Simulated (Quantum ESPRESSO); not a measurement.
# CeC (Fm-3m) in Quantum ESPRESSO: equation of state

How stiff is CeC in PBE, and what volume does it want? The cell is scaled to several volumes.

Program: Quantum ESPRESSO 7.5. These are calculated values, not measurements. Logs are shortened: lines on timing, memory, paths and dates and some standing lists are left out, and cuts for length are marked.

## (1) The crystal as given

The structure is cubic, space group Fm-3m (No. 225). Conventional cell: a = 5.192 Å, b = 5.192 Å, c = 5.192 Å, α = 90.00°, β = 90.00°, γ = 90.00°. Ce (site symmetry m-3m) has 6 C at 2.60 Å as nearest neighbours. C (site symmetry m-3m) has 6 Ce at 2.60 Å as nearest neighbours.

The cell comes from a database or a generator and needn't be the stable form of this composition.

## (2) Single point, PBE, collinear spin, ferromagnetic start, 16.45 Å³/atom

pw.in

```
&CONTROL
  calculation = 'scf'
  prefix = 'pwscf'
  outdir = './tmp'
  pseudo_dir = './pseudo'
  tprnfor = .true.
  tstress = .true.
  disk_io = 'nowf'
/
&SYSTEM
  ibrav = 0
  nat = 2
  ntyp = 2
  ecutwfc = 55
  ecutrho = 440
  nbnd = 17
  occupations = 'smearing'
  smearing = 'fd'
  degauss = 0.00367493
  nspin = 2
  starting_magnetization(1) = 0.0833
  starting_magnetization(2) = 0
/
&ELECTRONS
  conv_thr = 4d-10
  electron_maxstep = 120
  mixing_beta = 0.3
/
ATOMIC_SPECIES
Ce   140.1160 Ce.paw.z_12.atompaw.wentzcovitch.v1.2.upf
C     12.0110 C.pbe-n-kjpaw_psl.1.0.0.UPF
CELL_PARAMETERS angstrom
   0.0000000000    2.5430731297    2.5430731297
   2.5430731297    0.0000000000    2.5430731297
   2.5430731297    2.5430731297    0.0000000000
ATOMIC_POSITIONS crystal
Ce     0.0000000000    0.0000000000    0.0000000000
C      0.5000000000    0.5000000000    0.5000000000
K_POINTS automatic
9 9 9 0 0 0
```

Potentials or basis: SSSP 1.3 efficiency PBE.

Command:

```
$ OMP_NUM_THREADS=1 pw.x -in pw.in > pw.out
```

pw.out:

```text
This program is part of the open-source Quantum ESPRESSO suite
     for quantum simulation of materials; please cite
         "P. Giannozzi et al., J. Phys.:Condens. Matter 21 395502 (2009);
         "P. Giannozzi et al., J. Phys.:Condens. Matter 29 465901 (2017);
         "P. Giannozzi et al., J. Chem. Phys. 152 154105 (2020);
     in publications or presentations arising from this work. More details at

     file Ce.paw.z_12.atompaw.wentzcovitch.v1.2.upf: wavefunction(s)  6S 0P 5D 0D 4F 0F renormalized
     file C.pbe-n-kjpaw_psl.1.0.0.UPF: wavefunction(s)  2S 2P renormalized
     Message from routine setup:
     using ibrav=0 with symmetry is DISCOURAGED, use correct ibrav instead

     G-vector sticks info
     --------------------
     sticks:   dense  smooth     PW     G-vecs:    dense   smooth      PW
     Sum        1393     691    211                34621    12051    2085

     Using Slab Decomposition

     bravais-lattice index     =            0
     lattice parameter (alat)  =       6.7963  a.u.
     unit-cell volume          =     221.9745 (a.u.)^3
     number of atoms/cell      =            2
     number of atomic types    =            2
     number of electrons       =        16.00
     number of Kohn-Sham states=           17
     kinetic-energy cutoff     =      55.0000  Ry
     charge density cutoff     =     440.0000  Ry
     scf convergence threshold =      4.0E-10
     mixing beta               =       0.3000
     number of iterations used =            8  plain     mixing
     Exchange-correlation= SLA  PW   PBX  PBC
                           (   1   4   3   4   0   0   0)

     celldm(1)=   6.796303  celldm(2)=   0.000000  celldm(3)=   0.000000
     celldm(4)=   0.000000  celldm(5)=   0.000000  celldm(6)=   0.000000

     crystal axes: (cart. coord. in units of alat)
               a(1) = (   0.000000   0.707107   0.707107 )
               a(2) = (   0.707107   0.000000   0.707107 )
               a(3) = (   0.707107   0.707107   0.000000 )

     reciprocal axes: (cart. coord. in units 2 pi/alat)
               b(1) = ( -0.707107  0.707107  0.707107 )
               b(2) = (  0.707107 -0.707107  0.707107 )
               b(3) = (  0.707107  0.707107 -0.707107 )

     PseudoPot. # 1 for Ce read from file:
     Ce.paw.z_12.atompaw.wentzcovitch.v1.2.upf
     Pseudo is Projector augmented-wave + core cor, Zval = 12.0
     Generated using ATOMPAW code
     Shape of augmentation charge: BESSEL
     Using radial grid of 1102 points,  8 beta functions with:
                l(1) =   0
                l(2) =   0
                l(3) =   1
                l(4) =   1
                l(5) =   2
                l(6) =   2
                l(7) =   3
                l(8) =   3
     Q(r) pseudized with 0 coefficients

     PseudoPot. # 2 for C  read from file:
     C.pbe-n-kjpaw_psl.1.0.0.UPF
     Pseudo is Projector augmented-wave + core cor, Zval =  4.0
     Generated using "atomic" code by A. Dal Corso  v.5.1
     Shape of augmentation charge: PSQ
     Using radial grid of 1073 points,  4 beta functions with:
                l(1) =   0
                l(2) =   0
                l(3) =   1
                l(4) =   1
     Q(r) pseudized with 0 coefficients

     atomic species   valence    mass     pseudopotential
     Ce               12.00   140.11600     Ce( 1.00)
     C                 4.00    12.01100     C ( 1.00)

     Starting magnetic structure
     atomic species   magnetization
     Ce              0.083
     C               0.000

     48 Sym. Ops., with inversion, found

   Cartesian axes

     site n.     atom                  positions (alat units)
         1        Ce     tau(   1) = (   0.0000000   0.0000000   0.0000000  )
         2        C      tau(   2) = (   0.7071068   0.7071068   0.7071068  )

     number of k points=    35  Fermi-Dirac smearing, width (Ry)=  0.0037
                       cart. coord. in units 2pi/alat
        k(    1) = (   0.0000000   0.0000000   0.0000000), wk =   0.0013717
        k(    2) = (   0.0785674   0.0785674  -0.0785674), wk =   0.0109739
        k(    3) = (   0.1571348   0.1571348  -0.1571348), wk =   0.0109739
        k(    4) = (   0.2357023   0.2357023  -0.2357023), wk =   0.0109739
        k(    5) = (   0.3142697   0.3142697  -0.3142697), wk =   0.0109739
        k(    6) = (   0.1571348   0.0000000  -0.0000000), wk =   0.0082305
[... 27 lines left out ...]
        k(   34) = (  -0.0000000  -0.4714045   0.6285394), wk =   0.0329218
        k(   35) = (  -0.0785674  -0.3928371   0.7071068), wk =   0.0329218

     Dense  grid:    34621 G-vectors     FFT dimensions: (  45,  45,  45)

     Smooth grid:    12051 G-vectors     FFT dimensions: (  36,  36,  36)

     Generating pointlists ...
     new r_m :   0.2917 (alat units)  1.9824 (a.u.) for type    1
     new r_m :   0.2917 (alat units)  1.9824 (a.u.) for type    2

     Initial potential from superposition of free atoms

[... 103 lines left out ...]
    20.6926

          k =-0.1571-0.4714 0.6285 (  1523 PWs)   bands (ev):

   -19.6053  -3.3568  -2.6327  -2.3093   5.7803  12.2521  13.2743  13.4936
    14.2947  14.6737  14.7790  14.8544  14.9381  14.9853  15.3998  17.3828
    20.1805

          k =-0.0786-0.3928 0.5500 (  1535 PWs)   bands (ev):

   -19.5942  -3.3372  -2.8126  -2.2657   6.0078  11.8703  13.0696  13.6720
    14.5284  14.5986  14.7459  14.8628  14.9675  14.9870  15.2206  18.2701
    19.1090

          k = 0.0000-0.3143 0.4714 (  1533 PWs)   bands (ev):

   -19.6245  -3.3429  -2.7060  -2.1322   6.2461  11.6864  12.6658  13.4962
    14.4654  14.6506  14.7301  14.9047  14.9829  15.0304  15.2058  18.2506
    19.5994

          k =-0.0786-0.5500 0.7071 (  1529 PWs)   bands (ev):

   -19.5827  -3.3473  -2.5640  -2.4853   5.1274  13.1125  13.3226  14.0129
    14.2932  14.6945  14.8129  14.8462  14.9009  14.9280  15.8192  16.9767
    20.9320

          k =-0.0000-0.4714 0.6285 (  1533 PWs)   bands (ev):

   -19.5752  -3.2019  -2.8846  -2.4390   5.4659  12.5056  13.4053  14.2376
    14.2704  14.6607  14.7908  14.8512  14.9251  14.9374  15.4509  17.3772
    19.9757

          k =-0.0786-0.3928 0.7071 (  1543 PWs)   bands (ev):

   -19.5785  -3.1493  -2.8748  -2.5169   5.7134  12.1021  13.6891  13.7984
    14.4465  14.5933  14.8096  14.8214  14.9303  14.9812  15.2897  18.1201
    18.9982

 ------ SPIN DOWN ----------

          k = 0.0000 0.0000 0.0000 (  1471 PWs)   bands (ev):

   -19.9249  -1.7996  -1.7996  -1.7996   4.7647  13.2968  13.2968  13.2968
    14.3200  15.0746  15.0746  15.0746  16.2482  16.2482  16.2482  17.1352
    17.1352

          k = 0.0786 0.0786-0.0786 (  1501 PWs)   bands (ev):

   -19.8949  -2.1099  -1.8181  -1.8181   5.1228  13.0223  13.1454  13.1454
    14.2808  14.9642  14.9642  15.0764  15.7630  16.0643  16.0643  16.9288
    16.9288

          k = 0.1571 0.1571-0.1571 (  1525 PWs)   bands (ev):

   -19.8177  -2.7926  -1.8642  -1.8642   5.9361  12.2343  12.7295  12.7295
    14.2826  14.8060  14.8060  15.0809  15.3222  15.4242  15.4242  17.8062
    17.8062

          k = 0.2357 0.2357-0.2357 (  1528 PWs)   bands (ev):

   -19.7276  -3.4538  -1.9154  -1.9154   6.7851  11.2923  12.2494  12.2494
    14.4256  14.6999  14.6999  15.0862  15.1000  15.1000  15.1459  18.9181
    19.0359

          k = 0.3143 0.3143-0.3143 (  1519 PWs)   bands (ev):

   -19.6674  -3.8418  -1.9482  -1.9482   7.3574  10.6348  11.9499  11.9499
    14.5764  14.6482  14.6482  14.9854  14.9854  15.0858  15.0896  19.9037
    20.0706

          k = 0.1571 0.0000-0.0000 (  1507 PWs)   bands (ev):
[... 133 lines left out ...]
   -19.6306  -3.6047  -2.4047  -2.0936   6.5400  11.3956  12.4777  12.9739
    14.5315  14.6422  14.6999  14.9144  14.9747  15.0450  15.1559  18.4511
    19.7415

          k = 0.4714 0.1571-0.0000 (  1528 PWs)   bands (ev):

   -19.6524  -3.2569  -2.4169  -2.2285   5.6956  12.5261  13.1266  13.3292
    14.0612  14.7253  14.7977  14.8846  14.9277  15.0414  15.6906  16.8761
    20.6926

          k =-0.1571-0.4714 0.6285 (  1523 PWs)   bands (ev):

   -19.6053  -3.3568  -2.6327  -2.3093   5.7803  12.2520  13.2743  13.4936
    14.2947  14.6737  14.7790  14.8544  14.9381  14.9853  15.3998  17.3828
    20.1805

          k =-0.0786-0.3928 0.5500 (  1535 PWs)   bands (ev):

   -19.5942  -3.3372  -2.8126  -2.2658   6.0078  11.8703  13.0696  13.6720
    14.5284  14.5986  14.7459  14.8628  14.9675  14.9870  15.2206  18.2701
    19.1090

          k = 0.0000-0.3143 0.4714 (  1533 PWs)   bands (ev):

   -19.6245  -3.3429  -2.7060  -2.1322   6.2461  11.6864  12.6658  13.4962
    14.4654  14.6506  14.7301  14.9047  14.9829  15.0304  15.2058  18.2506
    19.5994

          k =-0.0786-0.5500 0.7071 (  1529 PWs)   bands (ev):

   -19.5827  -3.3473  -2.5641  -2.4853   5.1274  13.1125  13.3226  14.0129
    14.2932  14.6945  14.8129  14.8462  14.9009  14.9280  15.8192  16.9767
    20.9320

          k =-0.0000-0.4714 0.6285 (  1533 PWs)   bands (ev):

   -19.5752  -3.2019  -2.8846  -2.4390   5.4659  12.5056  13.4053  14.2376
    14.2704  14.6606  14.7908  14.8512  14.9251  14.9374  15.4509  17.3772
    19.9757

          k =-0.0786-0.3928 0.7071 (  1543 PWs)   bands (ev):

   -19.5785  -3.1493  -2.8748  -2.5170   5.7134  12.1021  13.6891  13.7984
    14.4465  14.5933  14.8096  14.8214  14.9303  14.9812  15.2897  18.1201
    18.9982

     the Fermi energy is    14.0108 ev

!    total energy              =    -500.48676592 Ry
     total all-electron energy =      -558.250864 Ry
     estimated scf accuracy    <          3.3E-10 Ry
     smearing contrib. (-TS)   =      -0.00090552 Ry
     internal energy E=F+TS    =    -500.48586040 Ry

     The total energy is F=E-TS. E is the sum of the following terms:
     one-electron contribution =       7.52809728 Ry
     hartree contribution      =       8.49708323 Ry
     xc contribution           =     -18.35337334 Ry
     ewald contribution        =     -87.20792423 Ry
     one-center paw contrib.   =    -410.94974334 Ry

     total magnetization       =    -0.00 Bohr mag/cell
     absolute magnetization    =     0.00 Bohr mag/cell

     convergence has been achieved in  25 iterations

     Forces acting on atoms (cartesian axes, Ry/au):

     atom    1 type  1   force =    -0.00000000    0.00000000    0.00000000
     atom    2 type  2   force =    -0.00000000   -0.00000000    0.00000000

     Total force =     0.000000     Total SCF correction =     0.000000

     Computing stress (Cartesian axis) and pressure

          total   stress  (Ry/bohr**3)                   (kbar)     P=       82.55
   0.00056119  -0.00000000  -0.00000000           82.55       -0.00       -0.00
  -0.00000000   0.00056119  -0.00000000           -0.00       82.55       -0.00
  -0.00000000  -0.00000000   0.00056119           -0.00       -0.00       82.55

=------------------------------------------------------------------------------=
   JOB DONE.
=------------------------------------------------------------------------------=
```

Wall time 2 min (1 thread of Intel Xeon Platinum 8488C (Sapphire Rapids), shared host); peak memory 0.41 GiB.

Results:

```
Free energy                                           : -6809.4693 eV
Pressure                                              : 8.3 GPa
Band gap on the k mesh                                : none (metal or under the smearing width)
Net moment                                            : 0.00 μB per cell
Absolute moment                                       : 0.00 μB per cell
Valence electrons inside the program's atomic spheres : Ce 7.92; C 4.14
```

Caveat: the magnetic or orbital state may not be the lowest; spin-orbit coupling is left out, which moves the levels of the heavy elements; without U or exact exchange the open f shell lies at the Fermi level, which spoils levels, moments and volumes.

## (3) Single point, PBE, collinear spin, ferromagnetic start, 16.80 Å³/atom

Edit pw.in of step 2 so:

```diff
@@ -32,5 +32,5 @@
 CELL_PARAMETERS angstrom
-   0.0000000000    2.5430731297    2.5430731297
-   2.5430731297    0.0000000000    2.5430731297
-   2.5430731297    2.5430731297    0.0000000000
+   0.0000000000    2.5609826854    2.5609826854
+   2.5609826854    0.0000000000    2.5609826854
+   2.5609826854    2.5609826854    0.0000000000
 ATOMIC_POSITIONS crystal
```

Potentials or basis: SSSP 1.3 efficiency PBE.

Command:

```
$ OMP_NUM_THREADS=1 pw.x -in pw.in > pw.out
```

It took 2.1 min on 1 thread of Intel Xeon Platinum 8488C (Sapphire Rapids), shared host; peak memory 0.42 GiB.

It converged, with:

```
Free energy                                           : -6809.4990 eV
Pressure                                              : 5.2 GPa
Band gap on the k mesh                                : none (metal or under the smearing width)
Net moment                                            : 0.00 μB per cell
Absolute moment                                       : 0.00 μB per cell
Valence electrons inside the program's atomic spheres : Ce 7.97; C 4.15
```

Caveat: the magnetic or orbital state may not be the lowest; spin-orbit coupling is left out, which moves the levels of the heavy elements; without U or exact exchange the open f shell lies at the Fermi level, which spoils levels, moments and volumes.

## (4) Single point, PBE, collinear spin, ferromagnetic start, 17.15 Å³/atom

Edit pw.in of step 3 so:

```diff
@@ -32,5 +32,5 @@
 CELL_PARAMETERS angstrom
-   0.0000000000    2.5609826854    2.5609826854
-   2.5609826854    0.0000000000    2.5609826854
-   2.5609826854    2.5609826854    0.0000000000
+   0.0000000000    2.5786451931    2.5786451931
+   2.5786451931    0.0000000000    2.5786451931
+   2.5786451931    2.5786451931    0.0000000000
 ATOMIC_POSITIONS crystal
```

Command:

```
$ OMP_NUM_THREADS=1 pw.x -in pw.in > pw.out
```

It took 2.6 min on 1 thread of Intel Xeon Platinum 8488C (Sapphire Rapids), shared host; peak memory 0.42 GiB.

It converged, with:

```yaml
Free_energy: -6809.5162 eV
Pressure: 2.6 GPa
Band_gap_on_the_k_mesh: none (metal or under the smearing width)
Net_moment: 0.00 μB per cell
Absolute_moment: 0.00 μB per cell
Valence_electrons_inside_the_program's_atomic_spheres: Ce 8.02; C 4.16
```

Caveat: the magnetic or orbital state may not be the lowest; spin-orbit coupling is left out, which moves the levels of the heavy elements; without U or exact exchange the open f shell lies at the Fermi level, which spoils levels, moments and volumes.

## (5) Single point, PBE, collinear spin, ferromagnetic start, 17.50 Å³/atom

Edit pw.in of step 4 so:

```diff
@@ -32,5 +32,5 @@
 CELL_PARAMETERS angstrom
-   0.0000000000    2.5786451931    2.5786451931
-   2.5786451931    0.0000000000    2.5786451931
-   2.5786451931    2.5786451931    0.0000000000
+   0.0000000000    2.5960690000    2.5960690000
+   2.5960690000    0.0000000000    2.5960690000
+   2.5960690000    2.5960690000    0.0000000000
 ATOMIC_POSITIONS crystal
```

Command:

```
$ OMP_NUM_THREADS=1 pw.x -in pw.in > pw.out
```

It took 2.4 min on 1 thread of Intel Xeon Platinum 8488C (Sapphire Rapids), shared host; peak memory 0.43 GiB.

Results (log left out):

```yaml
Free_energy: -6809.5224 eV
Pressure: 0.2 GPa
Band_gap_on_the_k_mesh: none (metal or under the smearing width)
Net_moment: 0.00 μB per cell
Absolute_moment: 0.00 μB per cell
Valence_electrons_inside_the_program's_atomic_spheres: Ce 8.07; C 4.17
```

Caveat: the magnetic or orbital state may not be the lowest; spin-orbit coupling is left out, which moves the levels of the heavy elements; without U or exact exchange the open f shell lies at the Fermi level, which spoils levels, moments and volumes.

## (6) Single point, PBE, collinear spin, ferromagnetic start, 17.85 Å³/atom

Edit pw.in of step 5 so:

```diff
@@ -32,5 +32,5 @@
 CELL_PARAMETERS angstrom
-   0.0000000000    2.5960690000    2.5960690000
-   2.5960690000    0.0000000000    2.5960690000
-   2.5960690000    2.5960690000    0.0000000000
+   0.0000000000    2.6132620110    2.6132620110
+   2.6132620110    0.0000000000    2.6132620110
+   2.6132620110    2.6132620110    0.0000000000
 ATOMIC_POSITIONS crystal
```

Potentials or basis: SSSP 1.3 efficiency PBE.

Command:

```
$ OMP_NUM_THREADS=1 pw.x -in pw.in > pw.out
```

Run time: 2.2 min. Hardware: 1 thread of Intel Xeon Platinum 8488C (Sapphire Rapids), shared host; peak memory 0.43 GiB.

It converged, with:

```
Free energy                                           : -6809.5186 eV
Pressure                                              : -2.0 GPa
Band gap on the k mesh                                : none (metal or under the smearing width)
Net moment                                            : 0.00 μB per cell
Absolute moment                                       : 0.00 μB per cell
Valence electrons inside the program's atomic spheres : Ce 8.11; C 4.18
```

Caveat: the magnetic or orbital state may not be the lowest; spin-orbit coupling is left out, which moves the levels of the heavy elements; without U or exact exchange the open f shell lies at the Fermi level, which spoils levels, moments and volumes.

## (7) Single point, PBE, collinear spin, ferromagnetic start, 18.20 Å³/atom

Edit pw.in of step 6 so:

```diff
@@ -32,5 +32,5 @@
 CELL_PARAMETERS angstrom
-   0.0000000000    2.6132620110    2.6132620110
-   2.6132620110    0.0000000000    2.6132620110
-   2.6132620110    2.6132620110    0.0000000000
+   0.0000000000    2.6302317203    2.6302317203
+   2.6302317203    0.0000000000    2.6302317203
+   2.6302317203    2.6302317203    0.0000000000
 ATOMIC_POSITIONS crystal
```

Command:

```
$ OMP_NUM_THREADS=1 pw.x -in pw.in > pw.out
```

Run time: 2.1 min. Hardware: 1 thread of Intel Xeon Platinum 8488C (Sapphire Rapids), shared host; peak memory 0.44 GiB.

Results (log left out):

```
Free energy                                           : -6809.5059 eV
Pressure                                              : -3.9 GPa
Band gap on the k mesh                                : none (metal or under the smearing width)
Net moment                                            : 0.00 μB per cell
Absolute moment                                       : 0.00 μB per cell
Valence electrons inside the program's atomic spheres : Ce 8.15; C 4.19
```

Caveat: the magnetic or orbital state may not be the lowest; spin-orbit coupling is left out, which moves the levels of the heavy elements; without U or exact exchange the open f shell lies at the Fermi level, which spoils levels, moments and volumes.

## (8) Equation of state, PBE, collinear spin, ferromagnetic start

No new run: the results of the series are fitted here.

What came out:

```
Equilibrium volume                      : 17.53 Å³/atom
Bulk modulus                            : 113 GPa
Pressure derivative of the bulk modulus : 4.5
```

Energy against volume, from the lowest point:
| volume (Å³/atom) | energy (meV/atom) |
| --- | --- |
| 16.447 | 26.52 |
| 16.797 | 11.70 |
| 17.146 | 3.08 |
| 17.496 | 0.00 |
| 17.846 | 1.90 |
| 18.196 | 8.26 |

Caveat: the magnetic or orbital state may not be the lowest; spin-orbit coupling is left out, which moves the levels of the heavy elements; without U or exact exchange the open f shell lies at the Fermi level, which spoils levels, moments and volumes.
